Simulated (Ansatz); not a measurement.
# LiH: the cost of one run

Computed with Ansatz 0.2.0 (reference: DFT, r2SCAN, plane waves, PAW, unless a step's input says otherwise).

2 further runs of the same task are left out: 2 that didn't finish.

## Step 1: The structure to begin with

Symmetry: Fm-3m, No. 225, cubic system. The conventional cell has a = 4.006 Å, b = 4.006 Å, c = 4.006 Å, α = 90.00°, β = 90.00°, γ = 90.00°. Li (site symmetry m-3m) has 6 H at 2.00 Å as nearest neighbours. H (site symmetry m-3m) has 6 Li at 2.00 Å as nearest neighbours.

Structure file:

```cif
data_structure
_symmetry_space_group_name_H-M 'P 1'
_symmetry_Int_Tables_number 1
_cell_length_a 2.8327
_cell_length_b 2.8327
_cell_length_c 2.8327
_cell_angle_alpha 60.000
_cell_angle_beta 60.000
_cell_angle_gamma 60.000
_cell_volume 16.07
loop_
_atom_site_label
_atom_site_type_symbol
_atom_site_fract_x
_atom_site_fract_y
_atom_site_fract_z
_atom_site_occupancy
Li1 Li 0.00000 0.00000 0.00000 1
H1 H 0.50000 0.50000 0.50000 1
```

## Step 2: The reference run

File input.yaml:

```yaml
crystal:
  lattice:
    - [0.0, 2.0029948335, 2.0029948335]
    - [2.0029948335, 0.0, 2.0029948335]
    - [2.0029948335, 2.0029948335, 0.0]
  atoms:
    - { symbol: Li, position: [0.0, 0.0, 0.0] }
    - { symbol: H, position: [0.5, 0.5, 0.5] }
kpoints:
  mp_grid: { grid: [8, 8, 8] }
hamiltonian:
  xc: r2scan
scf:
  occupations: { method: fixed }
  n_extra_bands: 4
output:
  forces: true
  stress: true
  eigenvalues: true
  write_density: true
  write_potential: true
  elf: true
  volumetric_format: npy
```

On the command line:

```bash
$ ansatz run input.yaml --threads 4 --pin off --max-ram 3686MiB --backend cpu --events-out ev --progress --plain --runs-dir out
```

What time and memory should one allow on 4 threads of an x86-64 CPU, shared host?

About 3.2 s, with a peak of 0.29 GiB.
